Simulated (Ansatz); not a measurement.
Write the native input for Ansatz 0.2.0 that does the following.

| Property | Result |
| --- | --- |
| Task | band structure |
| Functional | revPBE |
| Potentials or basis | Ansatz PAW |
| Cutoff | 420 eV (not typed: the program's choice for these potentials) |
| k mesh | 7 × 7 × 7 |
| Occupations | fermi-dirac, width 0.05 eV |
| Spin | no spin polarisation |
| Path | [["G", "L", "B1"], ["B", "Z", "G", "X"], ["Q", "F", "P1", "Z"], ["L", "P"]] |
| Points for each segment of the path | 14 |

The system is BiTe.

```xyz
2
Lattice="2.4227 1.3988 3.3173 -2.4227 1.3988 3.3173 0.0000 -2.7975 3.3173" Properties=species:S:1:pos:R:3 pbc="T T T"
Bi    0.0000    0.0000    4.9759
Te    0.0000    0.0000    0.0000
```

The cell comes from a database or a generator and needn't be the stable form of this composition.

These files were run (other wordings do the same):

input.yaml

```yaml
crystal:
  lattice:
    - [2.4227077728, 1.3987509848, 3.3172919545]
    - [-2.4227077728, 1.3987509848, 3.3172919545]
    - [0.0, -2.7975019696, 3.3172919545]
  atoms:
    - { symbol: Bi, position: [0.5, 0.5, 0.5] }
    - { symbol: Te, position: [0.0, 0.0, 0.0] }
hamiltonian:
  xc: revpbe
  pseudopotentials: { kind: paw }
kpoints:
  mp_grid: { grid: [7, 7, 7] }
  band_path:
    path:
      - [[0.0, 0.0, 0.0], [0.5, 0.0, 0.0], [0.5, 0.2851949954, -0.2851949954]]
      - [[0.7148050046, 0.5, 0.2851949954], [0.5, 0.5, 0.5], [0.0, 0.0, 0.0], [0.3925974977, 0.0, -0.3925974977]]
      - [[0.6074025023, 0.3925974977, 0.0], [0.5, 0.5, 0.0], [0.6074025023, 0.6074025023, 0.2851949954], [0.5, 0.5, 0.5]]
      - [[0.5, 0.0, 0.0], [0.7148050046, 0.3925974977, 0.3925974977]]
    npoints: 14
scf:
  occupations: { method: fermi_dirac, width: 0.05 }
  n_extra_bands: 6
output:
  forces: true
  stress: true
  eigenvalues: true
  fatbands: false
  write_density: true
  write_potential: true
  elf: true
  volumetric_format: npy
```

Potentials or basis: Ansatz PAW.

Run with:

```bash
$ ansatz run input.yaml --threads 2 --pin off --max-ram 5632MiB --backend cpu --events-out ev --progress --plain --runs-dir out
```

Results of the run:

```
Pressure               : 1.1 GPa
Band gap on the k mesh : none (metal or under the smearing width)
```

Caveat: spin-orbit coupling is left out, which moves the levels of the heavy elements; the PAW data sets come from PBE, with cores solved anew for the run's functional, which leaves a small shift of forces and pressure.

It took 8.6 s on 2 threads of Intel(R) Xeon(R) Processor @ 2.50GHz (Skylake/Cascade Lake) (shared host), peak memory 0.42 GiB.
